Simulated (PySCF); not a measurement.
# C5H8ClNSi: the cost of one run

Computed with PySCF 2.14.0 and routines of our own; the level stands in each step. Atoms count from 0.

## 1. The starting structure

16 atoms, charge 0, multiplicity 1; geometry from: GFN2-xTB.

## 2. Magnetic properties: GIAO PBE0/pcSseg-1

Job settings and geometry (Å):

```
{"job": {"kind": "mag", "xc": "PBE0", "basis": "pcSseg-1", "isotopologues": 2}, "charge": 0, "multiplicity": 1}
C      2.939172    -0.968133     0.517340
C      1.922602    -0.180791     0.167598
C      0.549162    -0.599499     0.273530
C     -0.549218     0.105796    -0.067941
C     -0.540346     1.437094    -0.623217
N     -1.677037     1.934652    -0.871763
Si    -2.336838    -0.491665     0.107162
Cl    -2.247369    -2.365555     0.887677
H      2.773933    -1.963453     0.896589
H      3.963707    -0.647648     0.435720
H      2.122702     0.812541    -0.209316
H      0.407208    -1.595928     0.676315
H      0.410470     1.949562    -0.805026
H     -1.685605     2.872180    -1.265177
H     -3.077425     0.322084     1.062036
H     -2.982717    -0.612295    -1.192938
```

Method: GIAO PBE0/pcSseg-1 magnetisability, rotational g tensor and spin-rotation constants, non-relativistic, gas phase.

Command:

```sh
$ OMP_NUM_THREADS=1 python excited_run.py task.json out
```

This one command runs all jobs of the session in turn.

**Question.** How long does this first job take on 1 thread of Arm Neoverse N1, shared host, and how much memory does it need?

About 57 s, with a peak of 0.84 GiB.
